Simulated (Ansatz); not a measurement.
# TaAl3: the cost of one run

Method: DFT PBEsol, scalar-relativistic, plane waves, PAW, in Ansatz 0.2.0.

### 1 Starting point

It takes space group I4/mmm (No. 139, tetragonal). Conventional cell: a = 3.829 Å, b = 3.829 Å, c = 8.503 Å, α = 90.00°, β = 90.00°, γ = 90.00°. Ta (site symmetry 4/mmm) has 12 Al at 2.71 to 2.86 Å as nearest neighbours. Al (site symmetry 4/mmm) is surrounded by 4 Ta at 2.71 Å and 8 Al at 2.86 Å. Around Al (site symmetry -4m2) lie 8 Al at 2.71 to 2.86 Å and 4 Ta at 2.86 Å.

Structure file:

```
Ta Al
1.0
    -1.91456    1.91456    4.25149
     1.91456   -1.91456    4.25149
     1.91456    1.91456   -4.25149
Ta Al
1 3
Direct
  0.50000 0.50000 0.00000
  0.00000 0.00000 0.00000
  0.75000 0.25000 0.50000
  0.25000 0.75000 0.50000
```

This cell was relaxed beforehand with the same method: volume 15.58 Å³/atom, gap on the mesh none (metal).

### 2 What is varied

The energy is mapped over volume and the cell's shape.

The axes are (1) volume per atom: 7 values from 13.09 to 18.08 Å³; (2) c/a of the conventional cell: 7 values from 1.968 to 2.505.

Nothing else is relaxed (symmetry fixes all fractional coordinates). Energies count from the relaxed crystal. Points are written as (first, second).

### 3 Grid point (17.25 Å³, 1.968)

Contents of input.yaml:

```yaml
crystal:
  lattice:
    - [-2.0615395695, 2.0615395695, 4.0579344886]
    - [2.0615395695, -2.0615395695, 4.0579344886]
    - [2.0615395695, 2.0615395695, -4.0579344886]
  atoms:
    - { symbol: Ta, position: [0.5, 0.5, 0.0] }
    - { symbol: Al, position: [0.0, 0.0, 0.0] }
    - { symbol: Al, position: [0.75, 0.25, 0.5] }
    - { symbol: Al, position: [0.25, 0.75, 0.5] }
basis:
  ecutwfc: 420
kpoints:
  mp_grid: { grid: [16, 16, 16] }
hamiltonian:
  xc: pbesol
scf:
  occupations: { method: gaussian, width: 0.15 }
output:
  forces: true
  stress: true
  eigenvalues: true
```

Command:

```bash
$ ansatz run input.yaml --threads 2 --pin off --max-ram 4096MiB --backend cpu --events-out ev --progress --plain --runs-dir out
```

**Question.** How long does this run take on 2 threads of Arm Neoverse V2, shared host, and how much memory does it need?

About 9.9 s, with a peak of 0.57 GiB.
